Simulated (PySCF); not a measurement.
**C2H7NOSi (SMILES NC[SiH2]C=O): MP2/ANO-RCC-VDZP (sfX2C)**

Aim: the vertical singlet–triplet gap of C2H7NOSi at MP2/ANO-RCC-VDZP (sfX2C), from 2 runs. Input form: a Python script.

The calculation is run with PySCF 2.14.0.

**1. The molecule**

The species is C2H7NOSi (12 atoms), meant as a singlet with charge 0. As SMILES, `NC[SiH2]C=O`. The coordinates come from a GFN2-xTB relaxation. This is one conformer, not always the lowest.

Bond lengths: N1–C2 1.456 Å, C2–Si3 1.925 Å, Si3–C4 1.918 Å, C4–O5 1.209 Å, N1–H6 1.016 Å, N1–H7 1.015 Å, C2–H8 1.093 Å, C2–H9 1.094 Å, Si3–H10 1.464 Å, Si3–H11 1.461 Å, C4–H12 1.111 Å. Some angles: N1–C2–Si3 114.4°, C2–Si3–C4 103.1°, Si3–C4–O5 121.7°, N1–C2–H8 107.6°, N1–C2–H9 107.2°, Si3–C2–H8 110.4°, Si3–C2–H9 110.4°, C2–N1–H6 110.5°, C2–N1–H7 110.6°, C2–Si3–H10 109.7°.

**2. The energy at MP2/ANO-RCC-VDZP (sfX2C)**

input.xyz

```xyz
12

N     -0.402010     0.997210     1.454250
C     -0.172820    -0.408970     1.152860
Si     0.735240    -0.727790    -0.514820
C     -0.369370     0.183440    -1.791440
O     -0.693700     1.337890    -1.639930
H     -0.923600     1.441970     0.704760
H      0.479730     1.491620     1.541240
H      0.395710    -0.836180     1.983230
H     -1.148370    -0.904090     1.157420
H      2.039510    -0.063060    -0.501060
H      0.820890    -2.140890    -0.876010
H     -0.761210    -0.371150    -2.670490
```

input.py

```python
# NC[SiH2]C=O
from pyscf import gto, mp

mol = gto.M(
    atom='input.xyz',
    basis='ano-rcc-vdzp',
    verbose=3,
    spin=0,
    max_memory=1860,
)

mf = mol.RHF()
mf = mf.sfx2c1e()
mf.conv_tol = 1e-10
mf.kernel()
if not mf.converged:
    mf = mf.newton().run(mf.mo_coeff, mf.mo_occ)

pt = mp.MP2(mf, frozen=9).run()
etot = pt.e_tot
print('E = %.10f Eh' % etot)
```

Launch:

```
$ OMP_NUM_THREADS=1 python input.py
```

Standard output:

```text
converged SCF energy = -498.81806534693
E(RMP2) = -499.565044275306  E_corr = -0.746978928375661
E(SCS-RMP2) = -499.556411115847  E_corr = -0.738345768916773
E = -499.5650442753 Eh
```

Run time: 43 s. Hardware: 1 thread of Arm Neoverse V1, shared host; peak memory 0.36 GiB.

**3. The triplet**

job.py

```python
from pyscf import gto, mp

mol = gto.Mole()
mol.atom = [
    ('N', (-0.402010, 0.997210, 1.454250)),
    ('C', (-0.172820, -0.408970, 1.152860)),
    ('Si', (0.735240, -0.727790, -0.514820)),
    ('C', (-0.369370, 0.183440, -1.791440)),
    ('O', (-0.693700, 1.337890, -1.639930)),
    ('H', (-0.923600, 1.441970, 0.704760)),
    ('H', (0.479730, 1.491620, 1.541240)),
    ('H', (0.395710, -0.836180, 1.983230)),
    ('H', (-1.148370, -0.904090, 1.157420)),
    ('H', (2.039510, -0.063060, -0.501060)),
    ('H', (0.820890, -2.140890, -0.876010)),
    ('H', (-0.761210, -0.371150, -2.670490)),
]
mol.spin = 2
mol.basis = 'ano-rcc-vdzp'
mol.verbose = 3
mol.max_memory = 1860
mol.build()

myscf = mol.UHF()
myscf = myscf.sfx2c1e()
myscf.conv_tol = 1e-10
myscf.kernel()
if not myscf.converged:
    myscf = myscf.newton().run(myscf.mo_coeff, myscf.mo_occ)

pt = mp.MP2(myscf, frozen=9).run()
etot = pt.e_tot
print('E = %.10f Eh' % etot)
```

Launch:

```
$ OMP_NUM_THREADS=1 python job.py
```

Standard output:

```text
WARN: HOMO -0.0338165469542702 >= LUMO -0.218626206089963

converged SCF energy = -498.747010226977  <S^2> = 2.0247378  2S+1 = 3.0164468
E(UMP2) = -499.44829763419  E_corr = -0.701287407213217
E(SCS-UMP2) = -499.438865831435  E_corr = -0.691855604457549
E = -499.4482976342 Eh
```

It took 47 s on 1 thread of Arm Neoverse V1, shared host; peak memory 0.39 GiB.

**4. Outcome**

Level: MP2/ANO-RCC-VDZP (sfX2C), 9 core orbitals frozen.

```
                                                           quantity          value
                                              singlet: total energy  -499.56504 Eh
                      singlet: dipole moment (Hartree–Fock density)         3.07 D
                       singlet: HOMO energy (Hartree–Fock orbitals)       -9.73 eV
                       singlet: LUMO energy (Hartree–Fock orbitals)        2.13 eV
                     singlet: HOMO–LUMO gap (Hartree–Fock orbitals)       11.86 eV
               singlet: correlation energy (9 core orbitals frozen)     -747.0 mEh
                                              triplet: total energy  -499.44830 Eh
                      triplet: dipole moment (Hartree–Fock density)         1.94 D
triplet: HOMO energy (Hartree–Fock orbitals) (highest over α and β)       -8.07 eV
 triplet: LUMO energy (Hartree–Fock orbitals) (lowest over α and β)        1.32 eV
               triplet: correlation energy (9 core orbitals frozen)     -701.3 mEh
                         triplet: ⟨S²⟩ of the reference determinant          2.025
                   vertical energy of the triplet above the singlet       3.177 eV
```

**Reading.** At this shape the triplet lies 3.18 eV (307 kJ/mol) above the singlet. Mulliken charges (singlet) of the mean-field density run from -0.42 on O5 to +0.67 on Si3; they depend strongly on the basis. Mulliken charges (triplet) of the mean-field density run from -0.18 on O5 to +0.70 on Si3.
